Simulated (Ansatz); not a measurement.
# NbCl2: the cost of one run

Program: Ansatz 0.2.0. Level of theory: DFT PBE, scalar-relativistic, plane waves, PAW. These are calculated values, not measurements.

3 further runs of the same task are left out: 1 that didn't finish, 2 set aside as unsound or not needed.

## (1) The starting structure

The structure is tetragonal, space group I4/mmm (No. 139). The conventional cell has a = 4.429 Å, b = 4.429 Å, c = 7.264 Å, α = 90.00°, β = 90.00°, γ = 90.00°. Around Nb (site symmetry 4/mmm) lie 10 Cl at 2.96 to 3.20 Å. Cl (site symmetry 4mm) is surrounded by 1 Cl at 1.35 Å.

Structure file:

```cif
data_structure
_symmetry_space_group_name_H-M 'I4/mmm'
_symmetry_Int_Tables_number 139
_cell_length_a 4.4292
_cell_length_b 4.4292
_cell_length_c 7.2644
_cell_angle_alpha 90.000
_cell_angle_beta 90.000
_cell_angle_gamma 90.000
_cell_volume 142.51
loop_
_atom_site_label
_atom_site_type_symbol
_atom_site_symmetry_multiplicity
_atom_site_Wyckoff_symbol
_atom_site_fract_x
_atom_site_fract_y
_atom_site_fract_z
_atom_site_occupancy
Nb1 Nb 2 a 0.00000 0.00000 0.00000 1
Cl1 Cl 4 e 0.50000 0.50000 0.09300 1
```

This is candidate A: CaC2 type (I4/mmm, No. 139).

(A quick probe on a coarse mesh, which set the mesh and smearing, is not shown.)

## (3) Rough relaxation on the coarse mesh (candidate A)

input.yaml reads:

```yaml
crystal:
  lattice:
    - [-2.2146142538, 2.2146142538, 3.6321951001]
    - [2.2146142538, -2.2146142538, 3.6321951001]
    - [2.2146142538, 2.2146142538, -3.6321951001]
  atoms:
    - { symbol: Nb, position: [0.0, 0.0, 0.0], spin: 3.03 }
    - { symbol: Cl, position: [0.593, 0.593, 0.0] }
    - { symbol: Cl, position: [0.407, 0.407, 0.0] }
basis:
  ecutwfc: 420
kpoints:
  mp_grid: { grid: [6, 6, 6] }
hamiltonian:
  xc: pbe
scf:
  occupations: { method: gaussian, width: 0.1 }
  lower_state_search: "off"
output:
  forces: true
  stress: true
  eigenvalues: true
  populations: true
magnetization:
  spin_polarized: true
relax:
  adjacent_minimum: "off"
  f_tol: 0.04
  max_steps: 70
  cell: { stress_tol: 0.4 }
```

The run is started by

```sh
$ ansatz run input.yaml --threads 1 --pin off --max-ram 2560MiB --backend cpu --events-out ev --progress --plain --runs-dir out
```

Q: Estimate wall time and peak memory on 1 thread of Intel Xeon Platinum 8488C (Sapphire Rapids), shared host.

About 60 s, with a peak of 0.44 GiB.
